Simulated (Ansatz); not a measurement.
**C2H8Cl2GeSi: one species, many methods**

One table from this session's results is given with a row withheld; the runs are named, their logs left out.

The runs use Ansatz 0.2.0, Gaussian basis; functionals in def2-TZVPP, the program's frozen cores in correlated methods.

Plan: LDA (SPW92), PBE-D4, revPBE-D4, BLYP-D4, r2SCAN-D4, B97M-V, PBE0-D4, B3LYP-D4, r2SCANh-D4, r2SCAN0-D4, HSE06-D4, BHLYP-D4, CAM-B3LYP-D4, LC-ωPBE, ωB97X-V, ωB97M-V, B2PLYP, PBE-QIDH; CCSD(T)/def2-SVP; CCSD(T)/def2-TZVPP; MP2/def2-QZVPP; extrapolation to the limit; RPA on PBE.

## Structure used throughout

The geometry comes from an earlier relaxation with PBE0-D4 in a triple-zeta def2 set; it is a stationary point, not always the lowest conformer.

14 atoms, charge 0, spin multiplicity 1.

Atoms are counted from 1 here; the program's logs count them from 0.

Bond lengths: Cl1–Si2 2.049 Å, Si2–Cl3 2.050 Å, Si2–C4 1.860 Å, Si2–H7 1.477 Å, C4–C5 1.529 Å, C4–H8 1.097 Å, C4–H9 1.097 Å, C5–Ge6 1.966 Å, C5–H10 1.094 Å, C5–H11 1.093 Å, Ge6–H12 1.537 Å, Ge6–H13 1.539 Å, Ge6–H14 1.540 Å. Angles: Cl1–Si2–Cl3 109.2°, Cl1–Si2–C4 108.8°, Cl1–Si2–H7 107.3°, Cl3–Si2–C4 109.7°, Cl3–Si2–H7 107.3°, C4–Si2–H7 114.5°, Si2–C4–C5 116.0°, Si2–C4–H8 106.2°, Si2–C4–H9 106.4°, C5–C4–H8 110.6°, C5–C4–H9 111.2°, H8–C4–H9 105.9°, C4–C5–Ge6 115.4°, C4–C5–H10 109.8°, C4–C5–H11 110.5°, Ge6–C5–H10 106.7°, Ge6–C5–H11 107.5°, H10–C5–H11 106.5° and more.

Geometry (Å):

```csv
atom,x (Å),y (Å),z (Å)
Cl1,-3.0923,-0.9113,1.8367
Si2,-1.5346,0.1563,1.0429
Cl3,-0.7330,1.3604,2.4955
C4,-0.2425,-1.0345,0.4336
C5,1.0966,-0.4191,0.0259
Ge6,1.0263,0.8103,-1.5066
H7,-2.0943,1.0406,0.0004
H8,-0.1012,-1.7695,1.2351
H9,-0.6969,-1.5835,-0.4004
H10,1.8035,-1.2106,-0.2379
H11,1.5382,0.1258,0.8641
H12,2.4540,1.1747,-1.9446
H13,0.2715,2.0995,-1.1378
H14,0.2919,0.1317,-2.6782
```

The first run:

in.yaml reads:

```yaml
crystal:
  periodic: [false, false, false]
  atoms:
    - {symbol: Cl, position_ang: [-3.092321, -0.911305, 1.836661]}
    - {symbol: Si, position_ang: [-1.534561, 0.156267, 1.042908]}
    - {symbol: Cl, position_ang: [-0.733049, 1.360356, 2.495535]}
    - {symbol: C, position_ang: [-0.242516, -1.034461, 0.433578]}
    - {symbol: C, position_ang: [1.096591, -0.419134, 0.025850]}
    - {symbol: Ge, position_ang: [1.026318, 0.810317, -1.506645]}
    - {symbol: H, position_ang: [-2.094252, 1.040556, 0.000400]}
    - {symbol: H, position_ang: [-0.101239, -1.769492, 1.235070]}
    - {symbol: H, position_ang: [-0.696936, -1.583510, -0.400393]}
    - {symbol: H, position_ang: [1.803544, -1.210608, -0.237854]}
    - {symbol: H, position_ang: [1.538221, 0.125849, 0.864147]}
    - {symbol: H, position_ang: [2.453989, 1.174661, -1.944569]}
    - {symbol: H, position_ang: [0.271496, 2.099471, -1.137763]}
    - {symbol: H, position_ang: [0.291914, 0.131734, -2.678223]}
basis:
  gaussian: {orbitals: def2-TZVPP}
hamiltonian: {xc: lda}
output: {orbitals: {seedname: orbitals}}
```

Among the steps run: LDA; PBE-D4 (GGA); revPBE-D4 (GGA); BLYP-D4 (GGA); r2SCAN-D4 (meta-GGA); B97M-V (meta-GGA); PBE0-D4 (hybrid); B3LYP-D4 (hybrid); r2SCANh-D4 (hybrid); r2SCAN0-D4 (hybrid); HSE06-D4 (hybrid); BHLYP-D4 (hybrid); CAM-B3LYP-D4 (range-separated); LC-ωPBE (range-separated); ωB97X-V (range-separated); ωB97M-V (range-separated); B2PLYP (double hybrid); PBE-QIDH (double hybrid).

One of the session's tables, all rows but one given; the rest of the session is left out.

It belongs to the step «Orbital energies across the functionals». 

```
  functional  HOMO (eV)  gap (eV)
 LDA (SPW92)      -7.24      6.25
      PBE-D4      -7.15      6.45
   revPBE-D4      -7.11      6.53
     BLYP-D4          ?         ?
   r2SCAN-D4      -7.45      7.08
      B97M-V      -7.56      7.05
     PBE0-D4      -8.42      8.57
    B3LYP-D4      -8.22      8.18
  r2SCANh-D4      -7.91      7.83
  r2SCAN0-D4      -8.60      8.96
    HSE06-D4      -8.02      7.80
    BHLYP-D4      -9.59     10.64
CAM-B3LYP-D4      -9.76     10.94
     LC-ωPBE     -11.09     13.42
     ωB97X-V     -10.76     12.94
     ωB97M-V     -10.59     12.48
```

Q: Estimate the row for BLYP-D4 from the others.

Worked estimate for «HOMO (eV)». Against the share of exact exchange, B3LYP-D4 (0.2, -8.22), BHLYP-D4 (0.5, -9.59) give a slope of -4.57 per unit share; at 0 the line stands at -7.31.

As computed: HOMO (eV): -7.05; gap (eV): 6.49. In «HOMO (eV)» the line misses by -0.26.
